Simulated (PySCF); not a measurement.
# BrCl₂Ga₂H₃: NMR shifts at several levels of theory, part 2 of 2

PySCF 2.14.0. Atoms count from 0.

## 10. Nuclear shieldings: PBE0/STO-3G

The job: settings as JSON, then the geometry in Å.

```
{"job": {"kind": "nmr", "xc": "PBE0", "basis": "STO-3G", "pop": true}, "charge": 0, "multiplicity": 1}
Br     3.028380     0.780721     0.539934
Ga     1.453434    -0.699352    -0.189522
Cl    -0.213048    -0.775514     1.456594
Ga    -1.634229     0.593441     0.118838
Cl     0.030439     0.528209    -1.590653
H      1.725151    -2.115809    -0.751619
H     -1.560642     2.015879     0.731416
H     -2.771175    -0.345083    -0.365886
```

Method: GIAO PBE0/STO-3G NMR shielding, non-relativistic, gas phase.

The log of the run:

```text
coarse grid: 42216 points
cycle   1  E = -7261.6582857373  dE = -8.218e+00  |g| = 5.628e-01  |ddm| = 3.270e+00
cycle   2  E = -7234.4568565499  dE =  2.720e+01  |g| = 8.697e+00  |ddm| = 1.122e+01
cycle   3  E = -7239.4972176908  dE = -5.040e+00  |g| = 1.019e+01  |ddm| = 7.408e+00
cycle   4  E = -7260.9853314991  dE = -2.149e+01  |g| = 1.961e+00  |ddm| = 6.930e+00
cycle   5  E = -7261.7306949083  dE = -7.454e-01  |g| = 7.438e-01  |ddm| = 1.832e+00
cycle   6  E = -7261.8350576888  dE = -1.044e-01  |g| = 4.451e-01  |ddm| = 5.722e-01
cycle   7  E = -7261.9011552186  dE = -6.610e-02  |g| = 4.013e-02  |ddm| = 7.842e-01
cycle   8  E = -7261.9022187031  dE = -1.063e-03  |g| = 1.987e-02  |ddm| = 1.506e-01
cycle   9  E = -7261.9023836734  dE = -1.650e-04  |g| = 7.722e-03  |ddm| = 6.276e-02
cycle  10  E = -7261.9024063009  dE = -2.263e-05  |g| = 3.101e-03  |ddm| = 1.456e-02
cycle  11  E = -7261.9024111837  dE = -4.883e-06  |g| = 6.171e-04  |ddm| = 9.512e-03
final grid: 79264 points
cycle  12  E = -7261.9021403256  dE =  6.469e-08  |g| = 1.215e-03  |ddm| = 5.324e-03
cycle  13  E = -7261.9021366467  dE =  3.679e-06  |g| = 3.287e-03  |ddm| = 9.236e-03
cycle  14  E = -7261.9021410107  dE = -4.364e-06  |g| = 9.898e-05  |ddm| = 6.698e-03
cycle  15  E = -7261.9021410221  dE = -1.136e-08  |g| = 1.421e-04  |ddm| = 8.734e-04
cycle  16  E = -7261.9021410341  dE = -1.201e-08  |g| = 5.022e-05  |ddm| = 5.508e-04
cycle  17  E = -7261.9021410376  dE = -3.489e-09  |g| = 5.709e-06  |ddm| = 4.854e-04
cycle  18  E = -7261.9021410376  dE = -4.366e-11  |g| = 3.001e-06  |ddm| = 7.127e-05
converged SCF energy = -7261.9021410376

GIAO shielding tensors (ppm)
atom      isotropic    diamagn.    paramagn.     s11        s22        s33       span
  0 Br    3187.730    3095.921      91.809   2715.659   3409.284   3438.248    722.588
  1 Ga   -1942.958    2604.127   -4547.084  -3294.556  -2133.008   -401.309   2893.248
  2 Cl    1323.447    1129.446     194.001   1249.929   1327.797   1392.616    142.687
  3 Ga   -3339.387    2602.635   -5942.023  -6747.177  -2229.022  -1041.963   5705.214
  4 Cl    1322.190    1129.422     192.768   1251.282   1323.856   1391.432    140.150
  5 H       34.725      29.504       5.221     14.415     37.760     51.999     37.583
  6 H       27.557      29.504      -1.948     -3.945     36.307     50.308     54.253
  7 H       27.943      29.384      -1.441     -3.739     36.836     50.733     54.472
```

Wall time 22 s (1 thread of Arm Neoverse N1, shared host); peak memory 0.63 GiB.

In short: δ Br0 -347, Ga3 3993, Ga1 2596, Cl2 -297, H6 5.05, H7 4.66 ppm (means over like atoms).

## 11. Shielding tensors: PBE0/6-31G

The job, as its differences from that of step 10:

```diff
@@ -1,2 +1,2 @@
-{"job": {"kind": "nmr", "xc": "PBE0", "basis": "STO-3G", "pop": true}, "charge": 0, "multiplicity": 1}
+{"job": {"kind": "nmr", "xc": "PBE0", "basis": "6-31G", "pop": true}, "charge": 0, "multiplicity": 1}
 Br     3.028380     0.780721     0.539934
```

Level: GIAO PBE0/6-31G NMR shielding, non-relativistic, gas phase.

The log of the run:

```text
coarse grid: 42216 points
cycle   1  E = -7343.9399539203  dE = -1.767e+00  |g| = 3.821e-01  |ddm| = 2.905e+00
cycle   2  E = -7343.9426940162  dE = -2.740e-03  |g| = 4.265e-01  |ddm| = 1.456e+00
cycle   3  E = -7343.9916799185  dE = -4.899e-02  |g| = 4.162e-02  |ddm| = 6.994e-01
cycle   4  E = -7343.9919482546  dE = -2.683e-04  |g| = 8.958e-03  |ddm| = 4.839e-02
cycle   5  E = -7343.9919615322  dE = -1.328e-05  |g| = 2.564e-03  |ddm| = 1.406e-02
cycle   6  E = -7343.9919634488  dE = -1.917e-06  |g| = 3.617e-04  |ddm| = 4.891e-03
final grid: 79264 points
cycle   7  E = -7343.9916438892  dE = -2.917e-08  |g| = 4.221e-04  |ddm| = 1.317e-03
cycle   8  E = -7343.9916438811  dE =  8.078e-09  |g| = 4.848e-04  |ddm| = 1.225e-03
cycle   9  E = -7343.9916439299  dE = -4.879e-08  |g| = 1.897e-05  |ddm| = 6.176e-04
cycle  10  E = -7343.9916439299  dE = -2.365e-11  |g| = 3.885e-06  |ddm| = 1.810e-05
converged SCF energy = -7343.9916439299

GIAO shielding tensors (ppm)
atom      isotropic    diamagn.    paramagn.     s11        s22        s33       span
  0 Br    2567.040    3120.820    -553.780   2302.095   2586.658   2812.366    510.271
  1 Ga    1831.692    2633.871    -802.179   1680.872   1706.317   2107.887    427.015
  2 Cl     900.076    1149.539    -249.463    713.949    910.945   1075.333    361.384
  3 Ga    1846.031    2633.192    -787.160   1683.134   1721.090   2133.869    450.735
  4 Cl     898.605    1149.531    -250.926    713.047    908.039   1074.729    361.682
  5 H       26.191      27.554      -1.363     19.170     19.955     39.448     20.278
  6 H       26.378      27.887      -1.509     20.378     21.125     37.631     17.253
  7 H       26.440      27.942      -1.502     20.417     20.650     38.255     17.838
```

Run time: 31 s. Hardware: 1 thread of Arm Neoverse N1, shared host; peak memory 0.82 GiB.

This run: δ Br0 18, Ga1 211, Ga3 196, Cl2 32, H5 6.42, H6 6.23 ppm (means over like atoms).

## 12. Comparing the runs: NMR shifts

Shifts (ppm), means over like atoms, with basis size and wall time:

```csv
run,H5,H6,H7,Br0,Ga1,Ga3,Cl2,functions,time
PBE0/pcSseg-1,5.63,5.39,5.32,80,259,244,67,186,53 s
mPW1PW91/pcSseg-1,5.62,5.37,5.30,73,255,240,65,186,53 s
WP04/pcSseg-1,5.05,4.72,4.65,9,193,179,47,186,54 s
B97-2/pcSseg-1,5.57,5.32,5.25,65,245,231,62,186,56 s
BHandHLYP/pcSseg-1,5.33,5.13,5.06,2,235,218,37,186,51 s
CAM-B3LYP/pcSseg-1,5.58,5.37,5.29,59,271,253,61,186,76 s
wB97X-D/pcSseg-1,5.54,5.35,5.28,45,265,251,56,186,75 s
LC-wPBE/pcSseg-1,5.36,5.18,5.11,-6,260,245,34,186,79 s
PBE0/STO-3G,-2.12,5.05,4.66,-347,2596,3993,-297,75,22 s
PBE0/6-31G,6.42,6.23,6.17,18,211,196,32,113,31 s
```

## 13. Results

This closing draws on all 2 parts.

```
                                                                quantity                                             value
                                   ¹H shifts against TMS (PBE0/pcSseg-1)                              5.63, 5.39, 5.32 ppm
                                 ⁷⁹Br shifts against HBr (PBE0/pcSseg-1)                                            80 ppm
                               ⁷¹Ga shifts against GaH4- (PBE0/pcSseg-1)                                      259, 244 ppm
³⁵Cl shifts against HCl (PBE0/pcSseg-1, means over atoms taken as alike)                                            67 ppm
                                               range of the shift of Ga3                                   179 to 3993 ppm
                                           property runs in this session  10, of which 0 failed and 1 gave unsound results
```

What this shows: Single values in the summary come from the first run of each kind that ended normally (PBE0/pcSseg-1), which need not be the best level. At PBE0/pcSseg-1: Shielding is most anisotropic at Br0 (span 569 ppm, paramagnetic term -621 ppm). Across the 10 runs the shift of Ga3 moves most, between 179 (WP04/pcSseg-1) and 3993 ppm (PBE0/STO-3G). A minimal basis is unusable for shieldings, so that end is no result. Spin-orbit coupling is left out, which matters for shieldings and couplings at and beside the heavy atoms.
